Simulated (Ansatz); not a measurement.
# Cl2H7NOSi: the cost of one run

Method: UKS BHLYP-D4/STO-3G, in Ansatz 0.2.0.

## (1) Starting point

Bond lengths: Si1–Cl3 2.036 Å, Si1–Cl4 2.053 Å, Si1–H5 1.468 Å, Si1–O7 2.066 Å, O7–H10 0.956 Å, N9–H11 1.007 Å, N9–H12 1.008 Å. Angles: Cl3–Si1–Cl4 117.7°, Cl3–Si1–H5 102.5°, Cl3–Si1–O7 105.5°, Cl4–Si1–H5 97.8°, Cl4–Si1–O7 134.7°, H5–Si1–O7 85.1°, Si1–O7–H10 111.5°, H11–N9–H12 111.4°.

Structure file:

```xyz
12

Si   -0.8628    1.3153    0.4284
H    -0.8799   -0.5516    0.5735
Cl   -2.1280    1.2515   -1.1649
Cl   -1.6937    1.3947    2.3038
H    -0.3572    2.6924    0.3773
H     1.1419   -0.4720   -0.3956
O     0.9928    0.7959   -0.3175
H    -0.3011   -1.3048    0.3107
N     0.8309   -1.7638   -0.2417
H     1.1498    1.1912   -1.1738
H     1.4238   -2.2702    0.3955
H     0.6835   -2.2787   -1.0957
```

## (2) Run 1

150 steps of 0.5 fs at constant energy, with velocities drawn for 300 K.

input.yaml reads:

```yaml
crystal:
  periodic: [false, false, false]
  atoms:
    - { symbol: Si, position_ang: [-0.8628, 1.3153, 0.4284] }
    - { symbol: H, position_ang: [-0.8799, -0.5516, 0.5735] }
    - { symbol: Cl, position_ang: [-2.128, 1.2515, -1.1649] }
    - { symbol: Cl, position_ang: [-1.6937, 1.3947, 2.3038] }
    - { symbol: H, position_ang: [-0.3572, 2.6924, 0.3773] }
    - { symbol: H, position_ang: [1.1419, -0.472, -0.3956] }
    - { symbol: O, position_ang: [0.9928, 0.7959, -0.3175] }
    - { symbol: H, position_ang: [-0.3011, -1.3048, 0.3107] }
    - { symbol: "N", position_ang: [0.8309, -1.7638, -0.2417] }
    - { symbol: H, position_ang: [1.1498, 1.1912, -1.1738] }
    - { symbol: H, position_ang: [1.4238, -2.2702, 0.3955] }
    - { symbol: H, position_ang: [0.6835, -2.2787, -1.0957] }
magnetization:
  spin_polarized: true
basis:
  gaussian: { orbitals: STO-3G }
hamiltonian:
  xc: { name: BHLYP }
  dispersion: d4
md:
  timestep: 0.5
  n_steps: 150
  ensemble: nve
  temperature: 300.0
  initial_velocities: maxwell_boltzmann
  seed: 937215
```

The run is started by

```bash
> ansatz run input.yaml --threads 1 --pin off --max-ram 2048MiB --backend cpu --events-out ev --progress --plain --runs-dir out
```

Q: Estimate wall time and peak memory on 1 thread of Intel Xeon Platinum 8275CL at 3.00GHz (Skylake/Cascade Lake), shared host.

About 10 min, with a peak of 0.19 GiB.
